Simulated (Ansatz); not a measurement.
# BF3: the cost of one run

All numbers below are computed with Ansatz 0.2.0 (RKS PBE-D4/def2-SVP).

**1. The system as given**

Bond lengths: B1–F2 1.320 Å, B1–F3 1.320 Å, B1–F4 1.320 Å. Angles: F2–B1–F3 120.0°, F2–B1–F4 120.0°, F3–B1–F4 120.0°.

Coordinates:

```xyz
4

B     0.0000    0.0000    0.0000
F     0.0000    0.0000    1.3200
F     1.1431    0.0000   -0.6600
F    -1.1431    0.0000   -0.6600
```

**2. Relaxing the start**

input.yaml reads:

```yaml
crystal:
  periodic: [false, false, false]
  atoms:
    - { symbol: B, position_ang: [0.0, 0.0, 0.0] }
    - { symbol: F, position_ang: [0.0, 0.0, 1.32] }
    - { symbol: F, position_ang: [1.1431, 0.0, -0.66] }
    - { symbol: F, position_ang: [-1.1431, 0.0, -0.66] }
basis:
  gaussian: { orbitals: def2-SVP }
hamiltonian:
  xc: pbe
  dispersion: d4
relax:
  f_tol: 0.02
  max_steps: 40
output:
  orbitals: {}
```

On the command line:

```console
$ ansatz run input.yaml --threads 1 --pin off --max-ram 2048MiB --backend cpu --events-out ev --progress --plain --runs-dir out
```

**Question.** How long does this run take on 1 thread of AMD EPYC 7R43 (Zen 3), shared host, and how much memory does it need?

About 3.6 s, with a peak of 0.11 GiB.
